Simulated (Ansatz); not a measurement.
**La: response to strain**

La is deformed so: equal xx and yy strain of -1 %. What stress and forces result, by LAPW, PAW and all-electron datasets made for the crystal?

Method: DFT LDA, scalar-relativistic, in Ansatz 0.2.0.

2 further runs of the same task are left out: 2 set aside as unsound or not needed.

### 1 The starting structure

Symmetry: P6_3/mmc, No. 194, hexagonal system. The conventional cell has a = 3.750 Å, b = 3.750 Å, c = 6.070 Å, α = 90.00°, β = 90.00°, γ = 120.00°. Around La (site symmetry -6m2) lie 12 La at 3.73 to 3.75 Å.

Structure file:

```xyz
2
Lattice="3.7500 0.0000 0.0000 -1.8750 3.2476 0.0000 0.0000 0.0000 6.0700" Properties=species:S:1:pos:R:3 pbc="T T T"
La    0.0000    2.1651    1.5175
La    1.8750    1.0825    4.5525
```

Atoms are numbered in the order of the input: La1, La2.

### 2 The deformed structure

Space group P6_3/mmc before, P6_3/mmc after.

### 3 All-electron LAPW

Input file input.yaml:

```yaml
crystal:
  lattice:
    - [3.7125020302, 0.0, 0.0]
    - [-1.856251015, 3.2151210697, 0.0]
    - [0.0, 0.0, 6.07]
  atoms:
    - { symbol: La, position: [0.3333333333, 0.6666666667, 0.25] }
    - { symbol: La, position: [0.6666666667, 0.3333333333, 0.75] }
kpoints:
  mp_grid: { grid: [11, 11, 6] }
  band_path:
    path:
      - [0.0, 0.0, 0.0]
      - [0.5, 0.0, 0.0]
      - [0.3333333333, 0.3333333333, 0.0]
      - [0.0, 0.0, 0.0]
      - [0.0, 0.0, 0.5]
      - [0.5, 0.0, 0.5]
      - [0.3333333333, 0.3333333333, 0.5]
      - [0.0, 0.0, 0.5]
      - [0.5, 0.0, 0.5]
    npoints: 5
scf:
  occupations: { method: fermi_dirac, width: 0.05 }
hamiltonian:
  xc: lda
  pseudopotentials: { kind: all_electron, lapw: { basis_error: 0.00025 } }
output:
  forces: true
  stress: true
  eigenvalues: true
```

The run is started by

```bash
$ ansatz run input.yaml --threads 1 --pin off --max-ram 3072MiB --backend cpu --events-out ev --progress --plain --runs-dir out
```

### 4 PAW on the default files

Input file input.yaml:

```yaml
crystal:
  lattice:
    - [3.7125020302, 0.0, 0.0]
    - [-1.856251015, 3.2151210697, 0.0]
    - [0.0, 0.0, 6.07]
  atoms:
    - { symbol: La, position: [0.3333333333, 0.6666666667, 0.25] }
    - { symbol: La, position: [0.6666666667, 0.3333333333, 0.75] }
kpoints:
  mp_grid: { grid: [11, 11, 6] }
scf:
  occupations: { method: fermi_dirac, width: 0.05 }
hamiltonian:
  xc: lda
  pseudopotentials: { kind: paw }
output:
  forces: true
  stress: true
  eigenvalues: true
  efg: { contact_densities: true }
```

### 5 Datasets made for this crystal

Edit input.yaml of step 4 so:

```diff
@@ -14,3 +14,3 @@
   xc: lda
-  pseudopotentials: { kind: paw }
+  pseudopotentials: { kind: all_electron, datasets: crystal }
 output:
```

(Steps that only read results are left out.)

Before running it: what results should come out? Wanted: pressure; largest shear or deviatoric stress.

**Answer**, as computed:

| quantity | value |
| --- | --- |
| pressure | LAPW -2.59, PAW -2.63, crystal datasets -2.59 GPa |
| largest shear or deviatoric stress (LAPW) | 0.16 GPa |

What this shows: Against the undeformed cell the largest change of stress is +0.44 GPa, in the xx component (others tie with it), with the atoms carried along and not relaxed. PAW: stress within 0.04 GPa of LAPW. Crystal datasets: stress within 0.01 GPa of LAPW. Spin-orbit coupling is left out, though the cell holds La; in elements this heavy it can shift bands and gaps by tenths of an eV.
